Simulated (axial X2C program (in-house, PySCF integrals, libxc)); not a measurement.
**SInS²⁺: bond lengths and stretches, held linear**

One table from this session's results is given with a row withheld; the runs are named, their logs left out.

The runs use an in-house X2C program for linear molecules on PySCF integrals; all-electron X2C, two-component (2c) or spin-free, S dyall-av3z, In dyall-v3z.

All values are calculated.

2 further runs of the same task are left out: 2 set aside as unsound or not needed.

Set-up of the first run:

Contents of task.json:

```json
{"zs": [16, 49, 16], "q": 2, "bas": ["dyall-av3z", "dyall-v3z", "dyall-av3z"], "r0": [2.3, 2.3], "symm": 1, "scan": ["PBE0", "HF", "B3LYP"], "levels": ["PBE0", "HF", "PBE"], "nst": 2}
```

Keys: zs atomic numbers; q charge; bas basis sets; r0 starting distance in Å; symm equal bonds; scan levels of the two-bond scan; levels methods; nst determinants followed.

Run with:

```console
> python solin.py task.json out
```

Masses S 31.972, In 114.904, S 31.972 u.

Among the steps run: Scan at PBE0, 2c; Scan at B3LYP, 2c; Scan at PBE0, spin-free.

One of the session's tables, all rows but one given; the rest of the session is left out.

| level | r(S–In) (Å) | r(In–S) (Å) | lower stretch (cm⁻¹) | upper stretch (cm⁻¹) |
| --- | --- | --- | --- | --- |
| PBE0, 2c | 2.392 | 2.392 | 222.5 | 302.3 |
| B3LYP, 2c | 2.427 | 2.427 | 262.1 | 276.1 |
| PBE0, spin-free | ? | ? | ? | ? |
| B3LYP, spin-free | 2.428 | 2.428 | 261.4 | 275.3 |

Q: Estimate the row for PBE0, spin-free from the others.

**Answer.** r(S–In) (Å): 2.393; r(In–S) (Å): 2.393; lower stretch (cm⁻¹): 219.9; upper stretch (cm⁻¹): 301.9. In the column «r(S–In) (Å)» it lies between PBE0, 2c (2.392) and B3LYP, 2c (2.427).

Scans not shown above were run alike.

**Reading.** Over the levels the S–In bond spans 2.392 to 2.428 Å and the In–S bond 2.392 to 2.428 Å. At PBE0 going from spin-free to two-component moves the bonds by -0.001 and -0.001 Å. Each state is one determinant, the lowest of a limited PBE0 search; the stretches come from a fit to few points and are good to some per cent at best. A multiply charged ion may be only metastable. The molecule was held linear; bending was not examined, so a bent shape may lie lower. Note: functional without a current term on a determinant with orbital currents, of the molecule or an atom. Note: several unpaired electrons, one determinant need not be a pure state.
